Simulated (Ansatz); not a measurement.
**CH₆Al₂O₂Si: how energies converge with the basis set**

An exercise on one series of results from a longer session: the logs are not shown, and one member is left open.

Computed with Ansatz 0.2.0, Gaussian basis. Level: one geometry, several basis sets.

The runs, in order: PBE0-D4/def2-SVP; ωB97M-V/def2-SVP; PBE0-D4/def2-QZVPP; ωB97M-V/def2-QZVPP; the functionals' def2-TZVPP values are taken from earlier runs.

### The relaxed structure

All runs share one geometry, relaxed beforehand with PBE0-D4 in a triple-zeta def2 set.

SMILES `C[SiH](O)[Al]1[O][AlH]1`, 12 atoms, charge 0, spin multiplicity 1.

Atoms are counted from 1 here; the program's logs count them from 0.

Bond lengths: C1–Si2 1.873 Å, C1–H7 1.094 Å, C1–H8 1.092 Å, C1–H9 1.094 Å, Si2–O3 1.661 Å, Si2–Al4 2.475 Å, Si2–H10 1.499 Å, O3–H11 0.959 Å, Al4–O5 1.739 Å, Al4–Al6 2.367 Å, O5–Al6 1.735 Å, Al6–H12 1.590 Å. Angles: Si2–C1–H7 111.1°, Si2–C1–H8 111.5°, Si2–C1–H9 109.9°, H7–C1–H8 108.3°, H7–C1–H9 107.9°, H8–C1–H9 108.1°, C1–Si2–O3 112.1°, C1–Si2–Al4 112.8°, C1–Si2–H10 107.2°, O3–Si2–Al4 105.3°, O3–Si2–H10 109.6°, Al4–Si2–H10 109.8°, Si2–O3–H11 117.5°, Si2–Al4–O5 127.7°, Si2–Al4–Al6 174.7°, O5–Al4–Al6 47.0°, Al4–O5–Al6 85.9°, Al4–Al6–O5 47.1° and more.

The first run:

File in.yaml:

```yaml
crystal:
  periodic: [false, false, false]
  atoms:
    - {symbol: C, position_ang: [-0.014310, -1.473202, 1.418548]}
    - {symbol: Si, position_ang: [0.522619, -0.961824, -0.301057]}
    - {symbol: O, position_ang: [2.175610, -0.951485, -0.461595]}
    - {symbol: Al, position_ang: [-0.203211, 1.329639, -0.890547]}
    - {symbol: O, position_ang: [-1.679197, 2.128927, -0.435749]}
    - {symbol: Al, position_ang: [-1.087979, 3.475715, -1.355371]}
    - {symbol: H, position_ang: [0.306972, -2.494494, 1.643393]}
    - {symbol: H, position_ang: [0.398073, -0.808479, 2.180632]}
    - {symbol: H, position_ang: [-1.105025, -1.440244, 1.493727]}
    - {symbol: H, position_ang: [-0.071060, -1.946484, -1.263215]}
    - {symbol: H, position_ang: [2.630134, -1.793860, -0.408108]}
    - {symbol: H, position_ang: [-1.795528, 4.880691, -1.586860]}
basis:
  gaussian: {orbitals: def2-SVP}
hamiltonian: {xc: pbe0, dispersion: d4}
output: {orbitals: {seedname: orbitals}}
```

Started as:

```sh
ansatz run in.yaml --threads 4 --pin off --events-out ev --progress --plain --max-ram 10444MiB
```

Steps of the session up to this table: PBE0-D4 in def2-SVP; ωB97M-V in def2-SVP; PBE0-D4 in def2-QZVPP; ωB97M-V in def2-QZVPP.

One table of the session follows, with a row left open; its other results are not shown here.

It belongs to the step «Density functionals: the series». 

| functional | basis | HOMO (eV) | LUMO (eV) |
| --- | --- | --- | --- |
| PBE0-D4 | def2-SVP | ? | ? |
| PBE0-D4 | def2-TZVPP | -5.49 | -1.71 |
| PBE0-D4 | def2-QZVPP | -5.52 | -1.77 |
| ωB97M-V | def2-SVP | -7.26 | 0.26 |
| ωB97M-V | def2-TZVPP | -7.29 | 0.01 |
| ωB97M-V | def2-QZVPP | -7.32 | -0.17 |

Q: Estimate the row for PBE0-D4, def2-SVP from the others.

As computed: HOMO (eV): -5.49; LUMO (eV): -1.55.
